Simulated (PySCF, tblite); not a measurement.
**C6H11S radical: geometry, infrared bands and EPR parameters**

Aim: predict the infrared bands and EPR parameters of C6H11S radical (`C=C(C)[CH]CSC`).

Programs: tblite 0.8.0 and PySCF 2.14.0, with density-fitted response routines of our own. Each step states its level of theory. These are calculated values for one molecule in the gas phase, unless marked as measured. Atoms are numbered from 0 throughout.

## 1. The starting structure

18 atoms, charge 0, multiplicity 2; geometry from: force field or distance geometry start.

Bonds of the start (Å): C0–C1 1.34, C1–C2 1.50, C1–C3 1.45, C3–C4 1.49, C4–S5 1.81, S5–C6 1.81, C0–H7 1.08, C0–H8 1.09, C2–H9 1.10, C2–H10 1.10, C2–H11 1.08, C3–H12 1.08, C4–H13 1.10, C4–H14 1.10, C6–H15 1.10, C6–H16 1.10, C6–H17 1.10.

## 2. Optimising the geometry with GFN2-xTB

The job: settings as JSON, then the geometry in Å.

```
{"job": {"kind": "relax", "xc": "GFN2-xTB", "basis": "xTB"}, "charge": 0, "multiplicity": 2}
C     -2.062600    -1.358000    -0.510500
C     -1.248400    -0.312900    -0.319100
C     -1.524700     0.704100     0.753900
C     -0.055100    -0.176300    -1.135500
C      0.942100     0.919100    -1.002500
S      2.589500     0.242700    -0.666500
C      2.339400    -0.297100     1.039900
H     -1.875100    -2.103600    -1.264600
H     -2.966000    -1.488700     0.085600
H     -1.651500     1.701300     0.311000
H     -2.464200     0.484500     1.289100
H     -0.731500     0.736400     1.492800
H      0.111300    -0.917500    -1.900300
H      0.999100     1.446600    -1.971200
H      0.692100     1.674500    -0.248300
H      3.283900    -0.667900     1.457200
H      2.004500     0.537700     1.668100
H      1.608500    -1.118500     1.089100
```

Started as:

```sh
$ OMP_NUM_THREADS=1 python probes_run.py task.json out
```

The driver reads the jobs from task.json and runs them one after another.

**Question.** This job is followed by: GFN2-xTB harmonic vibrations, gas phase; UKS B3LYP, pcH-1 on C H S, non-relativistic, mean-field spin-orbit, GIAO. Predict these results of the whole session: strongest single infrared mode (GFN2-xTB); zero-point energy (GFN2-xTB); g(iso) (B3LYP); ⟨S²⟩; largest a(iso) (averaged by class); potential on the surface of density 0.002 e/bohr³, 1st and 99th percentile.

As calculated:

```
                                                                  quantity                 value
                                 strongest single infrared mode (GFN2-xTB)  3151 cm⁻¹, 38 km/mol
                                              zero-point energy (GFN2-xTB)         93.6 kcal/mol
                                                            g(iso) (B3LYP)               2.00252
                                                                      ⟨S²⟩    0.775 (exact 0.75)
                                        largest a(iso) (averaged by class)   13C on C3, 56.3 MHz
potential on the surface of density 0.002 e/bohr³, 1st and 99th percentile    -1.08 V and 0.85 V
```

In words: Over 56 steps the energy fell by 0.173 eV; of the close pairs, C1–C3 changed most, 1.452 to 1.393 Å. All 48 modes are real, so the xTB geometry is a minimum. The strongest single mode, at 3151 cm⁻¹, moves mainly H8 and H7. GFN2-xTB is a fitted tight-binding method: band positions and strengths are rough. Its intensities can rank the bands wrongly. The largest spin populations lie on C3 (0.65 e), C0 (0.63 e). The isotropic g lies 0.2 ppt above the free-electron value. These values are for one conformer; the search (at its own cheap level) found 2 more, at 0.13, 0.29 kcal/mol, and measured spectra average over such forms.
